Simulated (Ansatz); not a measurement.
# wB97X/STO-3G run of BHCl2 (SMILES [H]B(Cl)Cl)

Aim: the electronic atomisation energy of BHCl2 at wB97X/STO-3G, from 4 runs. 

The results are computed with Ansatz 0.2.0.

## Step 1: The structure to begin with

The species is BHCl2 (4 atoms), meant as a singlet with charge 0. SMILES: `[H]B(Cl)Cl`. The coordinates come from a GFN2-xTB relaxation.

Bond lengths: B1–Cl2 1.701 Å, B1–Cl3 1.702 Å, B1–H4 1.173 Å. Angles: Cl2–B1–Cl3 120.2°, Cl2–B1–H4 119.9°, Cl3–B1–H4 119.9°.

## Step 2: A single-point energy at wB97X/STO-3G

Contents of run.yaml:

```yaml
basis:
  gaussian:
    orbitals: STO-3G
crystal:
  periodic: [false, false, false]
  atoms:
    - symbol: B
      position_ang: [-0.067270, -0.112350, 0.001160]
    - symbol: Cl
      position_ang: [1.633390, -0.145760, 0.012580]
    - symbol: Cl
      position_ang: [-0.893540, 1.375320, -0.017490]
    - symbol: H
      position_ang: [-0.672580, -1.117210, 0.003750]
hamiltonian:
  xc: {name: wB97X}
accuracy: high
```

On the command line:

```sh
$ ansatz run run.yaml --threads 1 --pin off --max-ram 2610MiB --events-out events.jsonl --progress --plain --runs-dir runs
```

What it wrote:

```text
Warning: RAYON_NUM_THREADS=1 ignored (pool sized by the plan → 1); use --threads N
Functional definition: wB97X
  name "wB97X"
  parameter omega = 0.3/bohr
  parameter cx = 0.157706
  parameter cx1 = 0.726479
  parameter cx2 = 1.04760
  parameter cx3 = -5.70635
  parameter cx4 = 13.2794
  parameter css1 = -4.33879
  parameter css2 = 18.2308
  parameter css3 = -31.7430
  parameter css4 = 17.2901
  parameter cos1 = 2.37031
  parameter cos2 = -11.3995
  parameter cos3 = 6.58405
  parameter cos4 = -3.78132
  exchange = spin_sum(e_x_unif_sr(omega)*poly(b97_u_x, 1 - cx, cx1, cx2, cx3, cx4)) + cx*exact_x_sr(omega)
      + exact_x_lr(omega)
  correlation = spin_sum(e_c_pw_same_spin*poly(b97_u_same, 1, css1, css2, css3, css4))
      + integral(e_c_pw_opposite_spin*poly(b97_u_opposite, 1, cos1, cos2, cos3, cos4))
426 factors; integrals over basis functions are off by at most 1.3e-8 eV
154 factors; integrals over basis functions are off by at most 8.7e-10 eV
mean field evaluation 1: about -25456.4533 eV, gradient 2.3e1 eV
mean field evaluation 2: about -25458.3606 eV, gradient 1.2e1 eV
mean field evaluation 4: about -25458.8552 eV, gradient 1.2e-1 eV
mean field evaluation 8: about -25458.8402 eV, gradient 5.9e-4 eV
mean field -25458.84020649 eV, -935.5951209667 hartree, gradient 5.1e-8 eV, S^2 0.000000; 0 other end points of the search recorded, 0 dependent functions left out
reference -25458.84020520 eV, -935.5951209192 hartree; 20, 20 occupied and 4, 4 virtual orbitals, 426 factors
Total energy: -25458.84020520 eV, -935.5951209192 hartree
```

It took 7.5 s on 1 thread of Arm Neoverse N1, shared host; peak memory 0.24 GiB.

## Step 3: The B atom at the same level

Contents of job.yaml:

```yaml
crystal:
  periodic: [false, false, false]
  atoms:
    - {symbol: B, position_ang: [0.000000, 0.000000, 0.000000]}
basis:
  gaussian:
    orbitals: STO-3G
magnetization:
  spin_polarized: true
  initial_magnetization: 1
hamiltonian:
  xc: {name: wB97X}
accuracy: high
```

On the command line:

```sh
$ ansatz run job.yaml --threads 1 --pin off --max-ram 2610MiB --events-out events.jsonl --progress --plain --runs-dir runs
```

What it wrote (excerpt; [...] marks lines left out):

```text
Warning: RAYON_NUM_THREADS=1 ignored (pool sized by the plan → 1); use --threads N
Functional definition: wB97X
  name "wB97X"
[...]
      + exact_x_lr(omega)
[...]
      + integral(e_c_pw_opposite_spin*poly(b97_u_opposite, 1, cos1, cos2, cos3, cos4))
15 factors; integrals over basis functions are off by at most 8.9e-10 eV
15 factors; integrals over basis functions are off by at most 3.7e-10 eV
[...]
mean field -660.45154739 eV, -24.2711466966 hartree, gradient 0.0e0 eV, S^2 0.750000; 0 other end points of the search recorded, 0 dependent functions left out
reference -660.45154666 eV, -24.2711466698 hartree; 3, 2 occupied and 2, 3 virtual orbitals, 15 factors
Total energy: -660.45154666 eV, -24.2711466698 hartree
```

Run time: 1.1 s. Hardware: 1 thread of Arm Neoverse N1, shared host; peak memory 0.13 GiB.

## Step 4: The Cl atom

Contents of run.yaml:

```yaml
crystal:
  periodic: [false, false, false]
  atoms:
    - {symbol: Cl, position_ang: [0.000000, 0.000000, 0.000000]}
basis:
  gaussian:
    orbitals: STO-3G
magnetization:
  spin_polarized: true
  initial_magnetization: 1
hamiltonian:
  xc: {name: wB97X}
accuracy: high
```

Run the same way, it converges to -455.13323 Eh (log not shown).

## Step 5: The H atom at the same level

Contents of molecule.yaml:

```yaml
crystal:
  periodic: [false, false, false]
  atoms:
    - symbol: H
      position_ang: [0.000000, 0.000000, 0.000000]
basis:
  gaussian: {orbitals: STO-3G}
magnetization: {spin_polarized: true, initial_magnetization: 1}
hamiltonian: {xc: {name: wB97X}}
accuracy: high
```

On the command line:

```sh
$ ansatz run molecule.yaml --threads 1 --pin off --max-ram 2610MiB --events-out events.jsonl --progress --plain --runs-dir runs
```

What it wrote (excerpt; [...] marks lines left out):

```text
Warning: RAYON_NUM_THREADS=1 ignored (pool sized by the plan → 1); use --threads N
Functional definition: wB97X
  name "wB97X"
[...]
      + exact_x_lr(omega)
[...]
      + integral(e_c_pw_opposite_spin*poly(b97_u_opposite, 1, cos1, cos2, cos3, cos4))
1 factors; integrals over basis functions are off by at most 4.6e-10 eV
1 factors; integrals over basis functions are off by at most 2.9e-10 eV
[...]
mean field -12.70558344 eV, -0.4669215794 hartree, gradient 0.0e0 eV, S^2 0.750000; 0 other end points of the search recorded, 0 dependent functions left out
reference -12.70558358 eV, -0.4669215842 hartree; 1, 0 occupied and 0, 1 virtual orbitals, 1 factors
Total energy: -12.70558358 eV, -0.4669215842 hartree
```

It took 0.38 s on 1 thread of Arm Neoverse N1, shared host.

## Step 6: Outcome

At wB97X/STO-3G:

```
                     quantity          value
       molecule: total energy  -935.59512 Eh
         B atom: total energy   -24.27115 Eh
                 B atom: ⟨S²⟩          0.750
        Cl atom: total energy  -455.13323 Eh
                Cl atom: ⟨S²⟩          0.750
         H atom: total energy    -0.46692 Eh
                 H atom: ⟨S²⟩          0.750
electronic atomisation energy      16.071 eV
```

**Reading.** Taking the molecule apart into free atoms costs 16.07 eV (371 kcal/mol), before zero-point energy and without spin-orbit coupling. In a minimal basis such a difference can be off by several eV, whatever the method.
